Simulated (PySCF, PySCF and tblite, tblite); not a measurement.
# C₃H₇BO: a path driven as rotation about a bond, and NMR exchange, part 2 of 2

PySCF and tblite. Atoms count from 0. Earlier steps stand in the parts before.

### 10 Shieldings, start: PBE0/STO-3G

The job: settings as JSON, then the geometry in Å.

```
{"job": {"kind": "nmr", "xc": "PBE0", "basis": "STO-3G", "pop": false}, "charge": 0, "multiplicity": 1}
C      2.590695    -0.104290     0.171244
C      1.364615    -0.612983     0.114617
B      0.053867     0.223753     0.261775
O     -1.096747    -0.442452     0.181119
C     -2.367237     0.138997     0.288953
H      3.481683    -0.705322     0.066635
H      2.752518     0.950704     0.327176
H      1.266977    -1.681195    -0.044320
H      0.083602     1.394893     0.436494
H     -2.308418     1.219740     0.448834
H     -2.924798    -0.060446    -0.629871
H     -2.895559    -0.322085     1.127439
```

Standard output:

```text
coarse grid: 9776 points
cycle   1  E = -215.5705979078  dE =  5.535e-01  |g| = 4.296e-01  |ddm| = 4.248e+00
cycle   2  E = -215.4893160236  dE =  8.128e-02  |g| = 7.166e-01  |ddm| = 1.317e+00
cycle   3  E = -215.6317109958  dE = -1.424e-01  |g| = 5.156e-02  |ddm| = 8.138e-01
cycle   4  E = -215.6325548198  dE = -8.438e-04  |g| = 1.772e-02  |ddm| = 9.547e-02
cycle   5  E = -215.6326345980  dE = -7.978e-05  |g| = 8.841e-03  |ddm| = 2.945e-02
cycle   6  E = -215.6326584792  dE = -2.388e-05  |g| = 1.360e-03  |ddm| = 1.131e-02
cycle   7  E = -215.6326590314  dE = -5.522e-07  |g| = 1.718e-04  |ddm| = 1.818e-03
final grid: 93648 points
cycle   8  E = -215.6104480358  dE = -2.693e-06  |g| = 7.178e-03  |ddm| = 1.821e-02
cycle   9  E = -215.6104369026  dE =  1.113e-05  |g| = 9.506e-03  |ddm| = 1.946e-02
cycle  10  E = -215.6104633553  dE = -2.645e-05  |g| = 6.549e-04  |ddm| = 1.137e-02
cycle  11  E = -215.6104634872  dE = -1.320e-07  |g| = 1.847e-04  |ddm| = 9.983e-04
cycle  12  E = -215.6104634972  dE = -9.983e-09  |g| = 3.779e-05  |ddm| = 2.416e-04
cycle  13  E = -215.6104634977  dE = -4.389e-10  |g| = 8.922e-06  |ddm| = 5.544e-05
converged SCF energy = -215.6104634977

GIAO shielding tensors (ppm)
atom      isotropic    diamagn.    paramagn.     s11        s22        s33       span
  0 C      117.462     252.259    -134.797     18.724    120.290    213.371    194.647
  1 C      118.466     253.039    -134.573     22.603    104.632    228.165    205.562
  2 B       91.044     202.092    -111.048     70.013     78.478    124.641     54.628
  3 O      237.728     378.904    -141.177     -2.908    271.790    444.301    447.209
  4 C      180.435     245.115     -64.680    151.903    163.409    225.992     74.088
  5 H       26.810      29.738      -2.928     24.021     26.506     29.903      5.882
  6 H       26.905      31.792      -4.887     23.871     26.349     30.496      6.625
  7 H       26.388      31.974      -5.586     24.358     25.125     29.682      5.325
  8 H       28.343      34.936      -6.593     27.453     27.569     30.006      2.554
  9 H       29.996      30.424      -0.429     27.072     28.193     34.722      7.650
 10 H       29.701      29.251       0.450     26.156     27.465     35.481      9.325
 11 H       29.702      28.782       0.919     26.158     27.466     35.481      9.323
```

Run time: 1.7 s. Hardware: 1 thread of Intel Xeon Platinum 8488C, shared host; peak memory 0.41 GiB.

In short: HOMO -5.63 eV, LUMO 2.18 eV; dipole 1.50 D.

The input is unsound on purpose (minimal basis), so these values are not to be used.

### 11 Single-point energy, saddle of leg 1: PBE0/STO-3G

The job: settings as JSON, then the geometry in Å.

```
{"job": {"kind": "sp", "xc": "PBE0", "basis": "STO-3G", "pop": false}, "charge": 0, "multiplicity": 1}
C      2.431392    -0.288349     0.340746
C      1.430647    -0.424619    -0.514323
B      0.033154     0.292823    -0.442395
O     -0.959781    -0.343117     0.166046
C     -2.268037     0.148438     0.298771
H      3.372692    -0.803952     0.225793
H      2.352718     0.351415     1.205387
H      1.581701    -1.086340    -1.362572
H     -0.126894     1.358612    -0.941305
H     -2.382721     1.130896    -0.168575
H     -2.956973    -0.558567    -0.169662
H     -2.507900     0.222761     1.362088
```

Standard output:

```text
coarse grid: 9776 points
cycle   1  E = -215.5629351479  dE =  5.576e-01  |g| = 4.283e-01  |ddm| = 4.257e+00
cycle   2  E = -215.5045010615  dE =  5.843e-02  |g| = 6.635e-01  |ddm| = 1.243e+00
cycle   3  E = -215.6233658376  dE = -1.189e-01  |g| = 4.622e-02  |ddm| = 7.292e-01
cycle   4  E = -215.6240208830  dE = -6.550e-04  |g| = 1.780e-02  |ddm| = 8.546e-02
cycle   5  E = -215.6240885092  dE = -6.763e-05  |g| = 1.002e-02  |ddm| = 2.934e-02
cycle   6  E = -215.6241185236  dE = -3.001e-05  |g| = 1.138e-03  |ddm| = 1.235e-02
cycle   7  E = -215.6241189310  dE = -4.073e-07  |g| = 1.897e-04  |ddm| = 1.657e-03
final grid: 93648 points
cycle   8  E = -215.6020578351  dE = -3.473e-06  |g| = 6.879e-03  |ddm| = 1.764e-02
cycle   9  E = -215.6020493547  dE =  8.480e-06  |g| = 8.815e-03  |ddm| = 1.796e-02
cycle  10  E = -215.6020717535  dE = -2.240e-05  |g| = 6.356e-04  |ddm| = 1.032e-02
cycle  11  E = -215.6020718770  dE = -1.235e-07  |g| = 1.602e-04  |ddm| = 9.257e-04
cycle  12  E = -215.6020718847  dE = -7.654e-09  |g| = 3.326e-05  |ddm| = 2.137e-04
cycle  13  E = -215.6020718850  dE = -3.229e-10  |g| = 7.574e-06  |ddm| = 4.693e-05
converged SCF energy = -215.6020718850
```

Run time: 0.89 s. Hardware: 1 thread of Intel Xeon Platinum 8488C, shared host; peak memory 0.41 GiB.

This run: HOMO -5.43 eV, LUMO 3.50 eV; dipole 1.97 D.

The input is unsound on purpose (minimal basis), so these values are not to be used.

### 12 Shieldings, end: PBE0/STO-3G

The job: settings as JSON, then the geometry in Å.

```
{"job": {"kind": "nmr", "xc": "PBE0", "basis": "STO-3G", "pop": false}, "charge": 0, "multiplicity": 1}
C      2.149647    -0.597485     0.648187
C      1.545163    -0.079623    -0.415938
B      0.018640     0.258981    -0.483785
O     -0.720448     0.011442     0.596181
C     -2.096002     0.257255     0.695624
H      3.205367    -0.823541     0.674174
H      1.593480    -0.815598     1.545320
H      2.151479     0.120828    -1.293049
H     -0.461579     0.720427    -1.464776
H     -2.501852     0.684575    -0.226336
H     -2.607614    -0.684264     0.912536
H     -2.271237     0.950751     1.522444
```

Standard output:

```text
coarse grid: 9776 points
cycle   1  E = -215.5706547352  dE =  5.534e-01  |g| = 4.254e-01  |ddm| = 4.248e+00
cycle   2  E = -215.5042871247  dE =  6.637e-02  |g| = 6.773e-01  |ddm| = 1.278e+00
cycle   3  E = -215.6307411187  dE = -1.265e-01  |g| = 4.662e-02  |ddm| = 7.659e-01
cycle   4  E = -215.6314447526  dE = -7.036e-04  |g| = 1.502e-02  |ddm| = 8.662e-02
cycle   5  E = -215.6315025145  dE = -5.776e-05  |g| = 6.914e-03  |ddm| = 2.358e-02
cycle   6  E = -215.6315162510  dE = -1.374e-05  |g| = 1.466e-03  |ddm| = 9.232e-03
cycle   7  E = -215.6315169594  dE = -7.084e-07  |g| = 2.000e-04  |ddm| = 2.054e-03
final grid: 93648 points
cycle   8  E = -215.6095686817  dE = -2.870e-06  |g| = 6.970e-03  |ddm| = 1.773e-02
cycle   9  E = -215.6095592761  dE =  9.406e-06  |g| = 9.061e-03  |ddm| = 1.865e-02
cycle  10  E = -215.6095831308  dE = -2.385e-05  |g| = 6.408e-04  |ddm| = 1.071e-02
cycle  11  E = -215.6095832563  dE = -1.255e-07  |g| = 1.583e-04  |ddm| = 9.277e-04
cycle  12  E = -215.6095832639  dE = -7.566e-09  |g| = 3.887e-05  |ddm| = 2.206e-04
cycle  13  E = -215.6095832644  dE = -4.479e-10  |g| = 7.781e-06  |ddm| = 5.197e-05
converged SCF energy = -215.6095832644

GIAO shielding tensors (ppm)
atom      isotropic    diamagn.    paramagn.     s11        s22        s33       span
  0 C      121.606     253.225    -131.619     27.009    122.659    215.152    188.143
  1 C      119.235     252.354    -133.119     23.366    105.990    228.349    204.984
  2 B       92.135     201.825    -109.690     72.312     76.987    127.104     54.792
  3 O      240.187     380.290    -140.104      3.100    271.068    446.392    443.292
  4 C      180.261     245.474     -65.213    151.507    163.185    226.091     74.584
  5 H       27.036      29.803      -2.766     24.753     26.415     29.942      5.189
  6 H       26.679      32.796      -6.117     24.439     24.918     30.681      6.242
  7 H       26.455      30.888      -4.433     24.563     25.846     28.957      4.394
  8 H       28.518      33.870      -5.352     27.751     27.826     29.977      2.226
  9 H       29.975      30.333      -0.358     27.058     28.007     34.859      7.800
 10 H       29.660      29.476       0.184     26.077     27.488     35.415      9.337
 11 H       29.659      29.311       0.348     26.075     27.488     35.413      9.338
```

Wall time 1.7 s (1 thread of Intel Xeon Platinum 8488C, shared host); peak memory 0.41 GiB.

This run: HOMO -5.61 eV, LUMO 2.16 eV; dipole 1.56 D.

The input is unsound on purpose (minimal basis), so these values are not to be used.

### 13 Second level: PBE0/STO-3G + D3(BJ)

The job: settings as JSON, then the geometry in Å.

```
{"job": {"smiles": "C=CBOC", "charge": 0, "mult": 1, "motion": "rotation", "what": "aryl or vinyl borane", "atoms": [2, 1], "drives": [{"terms": [["t", [3, 2, 1, 0], 0.25], ["t", [3, 2, 1, 7], 0.25], ["t", [8, 2, 1, 0], 0.25], ["t", [8, 2, 1, 7], 0.25]], "by": 180, "n": 12}], "study": "path", "level": {"kind": "nmr", "xc": "PBE0", "basis": "STO-3G", "bad": "minimal basis"}, "fields": [90, 500, 900], "first": 1, "seed": 674, "kind": "pathvar"}, "charge": 0, "multiplicity": 1}
C      2.590695    -0.104290     0.171244
C      1.364615    -0.612983     0.114617
B      0.053867     0.223753     0.261775
O     -1.096747    -0.442452     0.181119
C     -2.367237     0.138997     0.288953
H      3.481683    -0.705322     0.066635
H      2.752518     0.950704     0.327176
H      1.266977    -1.681195    -0.044320
H      0.083602     1.394893     0.436494
H     -2.308418     1.219740     0.448834
H     -2.924798    -0.060446    -0.629871
H     -2.895559    -0.322085     1.127439
```

Standard output:

```text
stationary points (kcal/mol above the start)
  n  kind          group   xTB      DFT    lowest mode
  0  minimum      Cs       0.00     0.00      77.5
  1  saddle       C1       2.37     5.26     -97.5
  2  minimum      Cs       0.59     0.46      62.7

GFN2-xTB energies: T/K, barrier G, reaction G (kcal/mol), k forward, k back (1/s)
 150.00     2.14     0.50   4.81e+09   2.56e+10
 200.00     2.21     0.47   3.23e+10   1.07e+11
 250.00     2.29     0.45   1.04e+11   2.58e+11
 298.15     2.38     0.44   2.23e+11   4.65e+11
 350.00     2.49     0.42   4.05e+11   7.39e+11
 400.00     2.61     0.40   6.27e+11   1.04e+12
 500.00     2.86     0.38   1.17e+12   1.71e+12

PBE0/pcSseg-1 + D3(BJ) energies: T/K, barrier G, reaction G (kcal/mol), k forward, k back (1/s)
 150.00     5.69     1.13   3.22e+04   1.41e+06
 200.00     5.76     1.10   4.25e+06   6.81e+07
 250.00     5.84     1.08   8.14e+07   7.18e+08
 298.15     5.93     1.06   5.55e+08   3.34e+09
 350.00     6.04     1.05   2.45e+09    1.1e+10
 400.00     6.16     1.03   7.19e+09   2.63e+10
 500.00     6.41     1.01   3.29e+10   9.04e+10

PBE0/STO-3G + D3(BJ) energies: T/K, barrier G, reaction G (kcal/mol), k forward, k back (1/s)
 150.00     5.03     0.37   2.98e+05   1.04e+06
 200.00     5.10     0.35   2.25e+07   5.43e+07
 250.00     5.18     0.33   3.09e+08   5.99e+08
 298.15     5.27     0.31    1.7e+09   2.87e+09
 350.00     5.38     0.29   6.36e+09    9.7e+09
 400.00     5.50     0.28   1.66e+10   2.35e+10
 500.00     5.75     0.25    6.4e+10   8.25e+10
```

Wall time 31 s (1 thread of Intel Xeon Platinum 8488C, shared host); peak memory 0.56 GiB. This counts the runs that the step sums up.

This level is unsound on purpose: minimal basis. Its values are not to be used.

Barriers by level (kcal/mol; entropies in cal/(mol K)). Zero-point and thermal terms come from xTB in every row. ΔG‡ leaves symmetry out; the rate counts equivalent paths (a factor of 2); effective ΔG‡, where given, is the barrier that would give that rate by Eyring's equation alone:

| level | ΔE‡ | with zero-point | ΔH‡ | ΔS‡ | ΔG‡ (298 K) | ΔE of reaction | k at 298 K (1/s) | effective ΔG‡ |
| --- | --- | --- | --- | --- | --- | --- | --- | --- |
| GFN2-xTB | 2.37 | 2.03 | 1.61 | -2.6 | 2.38 | 0.59 | 2.2e+11 | 1.97 |
| PBE0/pcSseg-1 + D3(BJ) | 5.92 | 5.59 | 5.16 | -2.6 | 5.93 | 1.21 | 5.6e+08 | 5.52 |
| PBE0/STO-3G + D3(BJ) | 5.26 | 4.92 | 4.50 | -2.6 | 5.27 | 0.46 | 1.7e+09 | 4.86 |

### 14 Outcome

This closing draws on all 2 parts.

```
                        quantity                             value
barrier (PBE0/pcSseg-1 + D3(BJ))  ΔE‡ 5.9, ΔG‡(298 K) 5.9 kcal/mol
              barrier (GFN2-xTB)                  ΔE‡ 2.4 kcal/mol
                   rate at 298 K                       5.6e+08 s⁻¹
                 end of the path       1.2 kcal/mol from the start
```

**Reading.** DFT puts the top 5.9 kcal/mol above the start (xTB: 2.4); the rate from the DFT barrier is 5.6e+08 s⁻¹ at 298 K. An error of 1.4 kcal/mol changes that rate tenfold.
